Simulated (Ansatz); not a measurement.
**Triethylgallium (TEGa) (C6H15Ga): how energies converge with the basis set**

The task here is to estimate one member of a computed series from the others.

The runs use Ansatz 0.2.0, Gaussian basis; one geometry, several basis sets.

Levels to be run: PBE0-D4/def2-SVP; ωB97M-V/def2-SVP; PBE0-D4/def2-QZVPP; ωB97M-V/def2-QZVPP; the functionals' def2-TZVPP values are taken from earlier runs.

### Structure used throughout

The geometry comes from an earlier relaxation with PBE0-D4 in a triple-zeta def2 set; it is a stationary point, not always the lowest conformer.

SMILES `C[CH2][Ga]([CH2]C)[CH2]C`, 22 atoms, charge 0, spin multiplicity 1.

Atoms are counted from 1 here; the program's logs count them from 0.

Bond lengths: C1–C2 1.524 Å, C1–H8 1.094 Å, C1–H9 1.095 Å, C1–H10 1.094 Å, C2–Ga3 1.985 Å, C2–H11 1.097 Å, C2–H12 1.097 Å, Ga3–C4 1.985 Å, Ga3–C6 1.985 Å, C4–C5 1.524 Å, C4–H13 1.097 Å, C4–H14 1.097 Å, C5–H15 1.095 Å, C5–H16 1.094 Å, C5–H17 1.094 Å, C6–C7 1.524 Å, C6–H18 1.097 Å, C6–H19 1.097 Å and more. Angles: C2–C1–H8 111.7°, C2–C1–H9 112.3°, C2–C1–H10 111.7°, H8–C1–H9 107.1°, H8–C1–H10 106.7°, H9–C1–H10 107.1°, C1–C2–Ga3 115.8°, C1–C2–H11 110.6°, C1–C2–H12 110.6°, Ga3–C2–H11 107.4°, Ga3–C2–H12 107.4°, H11–C2–H12 104.5°, C2–Ga3–C4 120.0°, C2–Ga3–C6 120.0°, C4–Ga3–C6 120.0°, Ga3–C4–C5 115.8°, Ga3–C4–H13 107.4°, Ga3–C4–H14 107.3° and more.

Geometry (Å):

```xyz
22

C     0.0545    2.8725    0.8004
C     0.8160    1.8063    0.0211
Ga   -0.0028   -0.0024    0.0047
C     0.8811   -1.4835   -0.9789
C     2.1781   -1.1237   -1.6947
C    -1.7049   -0.3303    0.9730
C    -2.2539   -1.7499    0.8879
H    -0.0580    2.5999    1.8535
H     0.5560    3.8454    0.7713
H    -0.9544    3.0187    0.4048
H     1.8365    1.7000    0.4098
H     0.9505    2.1144   -1.0232
H     0.1488   -1.8888   -1.6882
H     1.0493   -2.2973   -0.2625
H     2.6156   -1.9809   -2.2169
H     2.0240   -0.3379   -2.4393
H     2.9342   -0.7514   -0.9978
H    -2.4406    0.3910    0.5962
H    -1.5468   -0.0404    2.0193
H    -3.1916   -1.8662    1.4414
H    -2.4522   -2.0451   -0.1462
H    -1.5486   -2.4808    1.2929
```

The first run:

File in.yaml:

```yaml
crystal:
  periodic: [false, false, false]
  atoms:
    - {symbol: C, position_ang: [0.054503, 2.872452, 0.800441]}
    - {symbol: C, position_ang: [0.816038, 1.806270, 0.021076]}
    - {symbol: Ga, position_ang: [-0.002786, -0.002417, 0.004721]}
    - {symbol: C, position_ang: [0.881061, -1.483472, -0.978866]}
    - {symbol: C, position_ang: [2.178083, -1.123702, -1.694653]}
    - {symbol: C, position_ang: [-1.704858, -0.330277, 0.972997]}
    - {symbol: C, position_ang: [-2.253949, -1.749876, 0.887931]}
    - {symbol: H, position_ang: [-0.058048, 2.599894, 1.853465]}
    - {symbol: H, position_ang: [0.555952, 3.845395, 0.771347]}
    - {symbol: H, position_ang: [-0.954431, 3.018657, 0.404844]}
    - {symbol: H, position_ang: [1.836500, 1.700031, 0.409816]}
    - {symbol: H, position_ang: [0.950539, 2.114447, -1.023246]}
    - {symbol: H, position_ang: [0.148799, -1.888777, -1.688208]}
    - {symbol: H, position_ang: [1.049295, -2.297292, -0.262508]}
    - {symbol: H, position_ang: [2.615563, -1.980921, -2.216865]}
    - {symbol: H, position_ang: [2.023995, -0.337878, -2.439341]}
    - {symbol: H, position_ang: [2.934163, -0.751415, -0.997832]}
    - {symbol: H, position_ang: [-2.440605, 0.391042, 0.596166]}
    - {symbol: H, position_ang: [-1.546828, -0.040364, 2.019310]}
    - {symbol: H, position_ang: [-3.191552, -1.866152, 1.441374]}
    - {symbol: H, position_ang: [-2.452186, -2.045067, -0.146179]}
    - {symbol: H, position_ang: [-1.548551, -2.480777, 1.292910]}
basis:
  gaussian: {orbitals: def2-SVP}
hamiltonian: {xc: pbe0, dispersion: d4}
output: {orbitals: {seedname: orbitals}}
```

On the command line:

```bash
$ ansatz run in.yaml --threads 4 --pin off --events-out ev --progress --plain --max-ram 63488MiB --backend cpu
```

Among the steps run: PBE0-D4 in def2-SVP; ωB97M-V in def2-SVP; PBE0-D4 in def2-QZVPP; ωB97M-V in def2-QZVPP.

One table of the session follows, with a row left open; its other results are not shown here.

It belongs to the step «Density functionals: the series». 

| functional | basis | HOMO (eV) |
| --- | --- | --- |
| PBE0-D4 | def2-SVP | -6.81 |
| PBE0-D4 | def2-TZVPP | -6.83 |
| PBE0-D4 | def2-QZVPP | -6.83 |
| ωB97M-V | def2-SVP | ? |
| ωB97M-V | def2-TZVPP | -9.03 |
| ωB97M-V | def2-QZVPP | -9.03 |

Q: Estimate the row for ωB97M-V, def2-SVP from the others.

**Answer.** HOMO (eV): -9.00. In the column «HOMO (eV)» it lies between ωB97M-V, def2-QZVPP (-9.03) and PBE0-D4, def2-TZVPP (-6.83).
